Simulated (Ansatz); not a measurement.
**C2H7FGeO: how energies converge with the basis set**

One table from this session's results is given with a row withheld; the runs are named, their logs left out.

Computed with Ansatz 0.2.0, Gaussian basis. Level: one geometry, several basis sets.

Levels to be run: PBE0-D4/def2-SVP; ωB97M-V/def2-SVP; PBE0-D4/def2-QZVPP; ωB97M-V/def2-QZVPP; the functionals' def2-TZVPP values are taken from earlier runs.

### The geometry

All runs share one geometry, relaxed beforehand with PBE0-D4 in a triple-zeta def2 set.

SMILES `[CH3][Ge]([CH3])([OH])[F]`, 12 atoms, charge 0, spin multiplicity 1.

Atoms are counted from 1 here; the program's logs count them from 0.

Bond lengths: C1–Ge2 1.936 Å, C1–H6 1.091 Å, C1–H7 1.091 Å, C1–H8 1.091 Å, Ge2–C3 1.927 Å, Ge2–O4 1.771 Å, Ge2–F5 1.750 Å, C3–H9 1.090 Å, C3–H10 1.090 Å, C3–H11 1.091 Å, O4–H12 0.960 Å. Angles: Ge2–C1–H6 110.1°, Ge2–C1–H7 110.3°, Ge2–C1–H8 109.8°, H6–C1–H7 109.1°, H6–C1–H8 108.6°, H7–C1–H8 109.0°, C1–Ge2–C3 118.8°, C1–Ge2–O4 112.1°, C1–Ge2–F5 105.1°, C3–Ge2–O4 106.2°, C3–Ge2–F5 107.9°, O4–Ge2–F5 106.0°, Ge2–C3–H9 110.3°, Ge2–C3–H10 109.1°, Ge2–C3–H11 110.2°, H9–C3–H10 109.2°, H9–C3–H11 109.1°, H10–C3–H11 108.9° and more.

Set-up of the first run:

The input, in.yaml:

```yaml
crystal:
  periodic: [false, false, false]
  atoms:
    - {symbol: C, position_ang: [-1.657347, 0.371164, -0.151219]}
    - {symbol: Ge, position_ang: [0.257415, 0.145273, -0.328115]}
    - {symbol: C, position_ang: [1.282720, -0.346777, 1.227198]}
    - {symbol: O, position_ang: [0.675518, -1.027643, -1.587421]}
    - {symbol: F, position_ang: [0.847550, 1.693015, -0.893328]}
    - {symbol: H, position_ang: [-1.877337, 1.127459, 0.603400]}
    - {symbol: H, position_ang: [-2.123923, -0.570485, 0.141327]}
    - {symbol: H, position_ang: [-2.080900, 0.696215, -1.102401]}
    - {symbol: H, position_ang: [1.152262, 0.393766, 2.016753]}
    - {symbol: H, position_ang: [2.337318, -0.399127, 0.956487]}
    - {symbol: H, position_ang: [0.963187, -1.322283, 1.596068]}
    - {symbol: H, position_ang: [0.300438, -0.815776, -2.444948]}
basis:
  gaussian: {orbitals: def2-SVP}
hamiltonian: {xc: pbe0, dispersion: d4}
output: {orbitals: {seedname: orbitals}}
```

The run is started by

```sh
ansatz run in.yaml --threads 2 --pin off --events-out ev --progress --plain --max-ram 32768MiB --backend cpu
```

Among the steps run: PBE0-D4 in def2-SVP; ωB97M-V in def2-SVP; PBE0-D4 in def2-QZVPP; ωB97M-V in def2-QZVPP.

One table of the session follows, with a row left open; its other results are not shown here.

| functional | basis | HOMO (eV) | LUMO (eV) |
| --- | --- | --- | --- |
| PBE0-D4 | def2-SVP | ? | ? |
| PBE0-D4 | def2-TZVPP | -8.50 | 0.56 |
| PBE0-D4 | def2-QZVPP | -8.54 | 0.14 |
| ωB97M-V | def2-SVP | -10.65 | 2.71 |
| ωB97M-V | def2-TZVPP | -10.77 | 2.02 |
| ωB97M-V | def2-QZVPP | -10.81 | 1.33 |

Estimate the missing values for PBE0-D4, def2-SVP.

The run gave: HOMO (eV): -8.37; LUMO (eV): 1.07. In the column «HOMO (eV)» it is the highest.
